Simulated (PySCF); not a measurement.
# C₅H₁₄N₂Si: magnetic properties

What do calculations give for the magnetic properties of C₅H₁₄N₂Si (`[H]/N=C\C[C@@](C)(N)C[SiH3]`)?

Programs: PySCF 2.14.0, with routines of our own; each step states its level. All values are computed. Atoms count from 0.

## Step 1: The starting structure

22 atoms, charge 0, multiplicity 1; geometry from: GFN2-xTB.

## Step 2: Magnetic properties: GIAO B3LYP/pcSseg-1

What the job is given:

```
{"job": {"kind": "mag", "xc": "B3LYP", "basis": "pcSseg-1", "isotopologues": 2}, "charge": 0, "multiplicity": 1}
C      0.116491    -1.827331     0.723531
C     -0.115157    -0.413404     0.170716
N      0.173267     0.625534     1.157097
C     -1.575772    -0.197506    -0.226292
Si    -1.992092     1.657628    -0.089004
C      0.786954    -0.166519    -1.059615
C      2.243438    -0.254242    -0.719097
N      3.029076     0.688779    -0.460007
H     -0.078156    -2.575080    -0.042138
H      1.139924    -1.946619     1.076245
H     -0.555314    -2.014662     1.560838
H     -0.295292     0.410076     2.029948
H      1.168815     0.693577     1.348923
H     -1.763651    -0.588941    -1.224842
H     -2.223688    -0.756214     0.450674
H     -2.234028     2.046440     1.298175
H     -3.246851     1.845584    -0.836630
H     -0.975227     2.503229    -0.708109
H      0.561805     0.830818    -1.441436
H      0.545382    -0.906466    -1.824319
H      2.670250    -1.253238    -0.669215
H      2.609416     1.617944    -0.516294
```

With the program's defaults for keys left out, this is: GIAO B3LYP/pcSseg-1 magnetisability, rotational g tensor and spin-rotation constants, non-relativistic, gas phase.

Launch:

```sh
OMP_NUM_THREADS=1 python excited_run.py task.json out
```

The driver reads the jobs from task.json and runs them one after another.

Log:

```text
coarse grid: 17864 points
cycle   1  E = -597.7580806022  dE =  6.897e-01  |g| = 6.264e-01  |ddm| = 4.065e+00
cycle   2  E = -597.6801253073  dE =  7.796e-02  |g| = 8.653e-01  |ddm| = 1.389e+00
cycle   3  E = -597.8472751949  dE = -1.671e-01  |g| = 1.545e-01  |ddm| = 8.513e-01
cycle   4  E = -597.8520610993  dE = -4.786e-03  |g| = 5.414e-02  |ddm| = 1.440e-01
cycle   5  E = -597.8527019418  dE = -6.408e-04  |g| = 1.472e-02  |ddm| = 6.122e-02
cycle   6  E = -597.8527477203  dE = -4.578e-05  |g| = 4.572e-03  |ddm| = 1.839e-02
cycle   7  E = -597.8527522630  dE = -4.543e-06  |g| = 5.003e-04  |ddm| = 4.269e-03
final grid: 165160 points
cycle   8  E = -597.9107626925  dE = -6.638e-05  |g| = 7.956e-03  |ddm| = 4.457e-02
cycle   9  E = -597.9107538217  dE =  8.871e-06  |g| = 1.008e-02  |ddm| = 1.741e-02
cycle  10  E = -597.9107779270  dE = -2.411e-05  |g| = 1.135e-03  |ddm| = 1.018e-02
cycle  11  E = -597.9107781804  dE = -2.534e-07  |g| = 4.237e-04  |ddm| = 1.178e-03
cycle  12  E = -597.9107782162  dE = -3.586e-08  |g| = 1.607e-04  |ddm| = 4.639e-04
cycle  13  E = -597.9107782217  dE = -5.520e-09  |g| = 3.826e-05  |ddm| = 1.669e-04
cycle  14  E = -597.9107782221  dE = -3.081e-10  |g| = 7.732e-06  |ddm| = 4.134e-05
converged SCF energy = -597.9107782221

Magnetisability tensor (1e-30 J/T^2)
    -1460.76       43.14       -4.59
       43.14    -1357.71       19.91
       -4.59       19.91    -1522.22
isotropic -1446.90   principal values   -1526.30  -1473.98  -1340.41
isotropic susceptibility -87.134 1e-6 cm^3/mol

Inertial axes            a          b          c
rot. const./GHz      2.5029     1.0802     0.9159
chi total           -88.804    -82.337    -90.261
chi diamagnetic    -642.707  -1247.787  -1458.025
chi paramagnetic    553.903   1165.450   1367.764
quadrupole/D A      -15.011      5.975      9.036
g nuclear            0.6329     0.5739     0.5764
g electronic        -0.6513    -0.5915    -0.5886
g total             -0.0184    -0.0175    -0.0122

Spin-rotation constants (kHz, H = +C I.J)
atom  isotope        aa         bb         cc
  2    14N        0.162      0.066      0.055
  7    14N        0.488      0.318      0.084
  8     1H       -0.294     -0.080     -0.005
  9     1H       -0.006     -0.115     -0.080
 10     1H       -0.168     -0.072     -0.067
 11     1H       -0.241     -0.097     -0.045
 12     1H       -0.022     -0.125     -0.086
 13     1H       -0.294     -0.127      0.027
 14     1H       -0.204     -0.015     -0.099
 15     1H       -0.200     -0.100      0.026
 16     1H       -0.014     -0.100     -0.042
 17     1H       -0.133      0.006     -0.085
 18     1H       -0.181      0.007     -0.110
 19     1H       -0.288     -0.095      0.013
 20     1H       -0.037      0.032     -0.085
 21     1H       -0.039      0.093     -0.105
  0    13C*       0.463      0.164      0.178
  1    13C*       0.535      0.216      0.173
  3    13C*       0.323      0.207      0.173
  4   29Si*      -1.384     -0.558     -0.506
  5    13C*       0.482      0.236      0.191
  6    13C*       1.214      0.477      0.229
* in the singly substituted isotopologue

Isotopologues: g along a, b, c
2H    at 8,9,10,11,12,1    -0.0148    -0.0153    -0.0107
13C   at 0                 -0.0181    -0.0175    -0.0121
```

Wall time 62 s (1 thread of Arm Neoverse V2, shared host); peak memory 1.1 GiB.

In short:

```
              quantity                      value
       magnetisability           -1447·10⁻³⁰ J/T²
  molar susceptibility         -87.1·10⁻⁶ cm³/mol
rotational g (a, b, c)  -0.0184, -0.0175, -0.0122
```

The fields below are evaluated on a grid from the run's orbitals.

Frontier orbitals at B3LYP/pcSseg-1, with the share of their density that lies nearest to each atom:

```
orbital  energy (eV)                    lies on
   HOMO        -7.11            N2 52 %; N7 8 %
   LUMO        -0.51  C6 34 %; N7 32 %; H20 8 %
```

ELF in a plane through or near 6 of the atoms.

Ten even steps from '0' (0.00) to '9' (1.00):
```
0000000000000000000000000000
0000000000000000000000000000
0000000000000000000000000000
0000000000000000134100000000
0000001110000000799600000000
0000014431000400899710000000
0000014564008950699624662000
0000001465559980165389998000
0000003654854840131199999100
0000079996822621587389999000
0000199991247756357326883000
0000038820001256225100000000
0000000000133213577300000000
0000000002899700599600000000
0000000004999800167200000000
0000000002899700001000000000
0000000000133100000000000000
0000000000000000000000000000
0000000000000000000000000000
0000000000000000000000000000
```
The map spans 12.5 Å across and 10.2 Å up, centred on the molecule. Atoms in the plane (x, y in Å): C3 (1.4, -0.7), C5 (-0.9, 0.5), H8 (-0.9, -2.3), H16 (3.6, 0.8), H18 (-0.3, 1.4), H20 (-3.0, 0.1).

On the surface of density 0.002 e/bohr³ the electrostatic potential runs, from the 1st to the 99th percentile, from -1.79 V near N7 to 1.37 V near H11.

## Step 3: Results

```
                                            quantity                      value
       magnetisability (step 2, GIAO B3LYP/pcSseg-1)           -1447·10⁻³⁰ J/T²
  molar susceptibility (step 2, GIAO B3LYP/pcSseg-1)         -87.1·10⁻⁶ cm³/mol
rotational g (a, b, c) (step 2, GIAO B3LYP/pcSseg-1)  -0.0184, -0.0175, -0.0122
               surface potential, 1st and 99th percentile         -1.79 V and 1.37 V
```

In words: By nearest atom (B3LYP/pcSseg-1), the HOMO sits on N2 52 %; N7 8 % and the LUMO on C6 34 %; N7 32 %. Vibrational averaging and real surroundings are missing from these values.
